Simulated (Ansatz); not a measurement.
BCl₂H₅Si₂, SMILES B[Si]([SiH3])(Cl)Cl, energies of removing a hydrogen

With the Python package of Ansatz (0.2.0).

Typed at the interpreter:
```pycon
>>> import ansatz as az
>>> def energy_of(molecule, charge=0, unpaired=0):
...     calc = (
...         molecule.calculation()
...         .basis(gaussian="cc-pVDZ")
...         .functional("cam_b3lyp")
...     )
...     if charge:
...         calc = calc.charge(charge)
...     if unpaired:
...         calc = calc.spin("collinear", total=unpaired)
...     report = calc.run().report
...     if report["published_state_doubts"]:
...         print("  doubts:", report["published_state_doubts"])
...     return report["free_energy_ev"]
...
>>> GEOMETRY = """
... B    -1.31780    1.26060   -0.10980
... Si    0.04920    0.16670   -0.79680
... Si    0.82300   -1.07370    0.85990
... Cl   -0.63100   -1.06920   -2.29830
... Cl    1.59000    1.34900   -1.59960
... H    -2.32490    0.83690    0.36800
... H    -1.24180    2.48220   -0.19260
... H    -0.18720   -1.88770    1.41830
... H     1.93430   -1.92240    0.40560
... H     1.38920   -0.19360    1.94820
... """
>>> def without(molecule, index):
...     rest = az.Crystal.molecule()
...     for i, site in enumerate(molecule.cartesian_sites):
...         if i != index:
...             rest = rest.atom(site.symbol, site.position_ang)
...     return rest
...
>>> bcl2h5si2 = az.Crystal.molecule()
>>> for line in GEOMETRY.strip().splitlines():
...     symbol, *xyz = line.split()
...     bcl2h5si2 = bcl2h5si2.atom(symbol, [float(v) for v in xyz])
...
>>> whole = energy_of(bcl2h5si2, 0)
>>> hydrogen = energy_of(az.Crystal.molecule().atom("H", (0, 0, 0)), 0, 1)
>>> print(f"E(molecule) = {whole:.5f} eV, E(H) = {hydrogen:.5f} eV")
E(molecule) = -41559.72542 eV, E(H) = -13.54839 eV
>>> for index in [6, 9]:
...     radical = energy_of(without(bcl2h5si2, index), 0, 1)
...     print(f"H{index}: homolysis {23.060548 * (radical + hydrogen - whole):.1f} kcal/mol")
...
H6: homolysis 104.4 kcal/mol
H9: homolysis 90.3 kcal/mol
```

What to keep in mind:
- Total energies depend on the basis set; only differences at equal settings carry meaning.
- The geometry is a force-field or estimated start, not a minimum of this method, and the basis set is short of its limit. All parts are taken at fixed geometry, without zero-point energy.
- Timing: 39 s on 1 thread of Arm Neoverse V1, with other jobs on the host, peak memory 0.5 GiB.
